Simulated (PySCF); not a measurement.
# C2H10OSi2: the cost of one run

Programs: PySCF 2.14.0, with density-fitted response routines of our own. Each step states its level of theory. These are calculated values for one molecule in the gas phase, unless marked as measured. Atoms count from 0, in the outputs and in this text.

## (1) The starting structure

15 atoms, charge 0, multiplicity 1; geometry from: GFN2-xTB. The atoms were then displaced at random by about 0.01 Å, so the start is not that level's minimum.

Bonds of the start (Å): O0–Si1 1.64, Si1–C2 1.91, C2–C3 1.49, C3–Si4 1.93, O0–H5 0.92, Si1–H6 1.46, Si1–H7 1.49, C2–H8 1.11, C2–H9 1.07, C3–H10 1.09, C3–H11 1.10, Si4–H12 1.47, Si4–H13 1.46, Si4–H14 1.47.

## (2) Optimising the geometry at PBE0-D3(BJ)/def2-SVP

Job settings and geometry (Å):

```
{"job": {"xc": "PBE0", "basis": "def2-SVP", "d3": "d3bj", "grid": 1, "shake": 0.01, "kind": "geom"}, "charge": 0, "multiplicity": 1}
O      2.305210    -0.489900     1.060570
Si     2.060580    -0.168030    -0.530740
C      0.290310     0.541690    -0.634380
C     -0.720200    -0.430810    -0.125280
Si    -2.508130     0.288630    -0.214890
H      3.090930    -0.834730     1.386070
H      2.192950    -1.411020    -1.293780
H      3.081360     0.802640    -1.008910
H      0.252300     1.470840    -0.023950
H      0.086810     0.817790    -1.648110
H     -0.712870    -1.354950    -0.701480
H     -0.507730    -0.713000     0.911930
H     -3.507030    -0.681310     0.260180
H     -2.836020     0.659870    -1.583200
H     -2.583810     1.484930     0.633080
```

Command:

```
$ OMP_NUM_THREADS=1 python probes_run.py task.json out
```

The driver reads the jobs from task.json and runs them one after another.

Q: Estimate the wall time and peak memory of this first job on 1 thread of Arm Neoverse N1, shared host.

About 85 s, with a peak of 0.5 GiB.
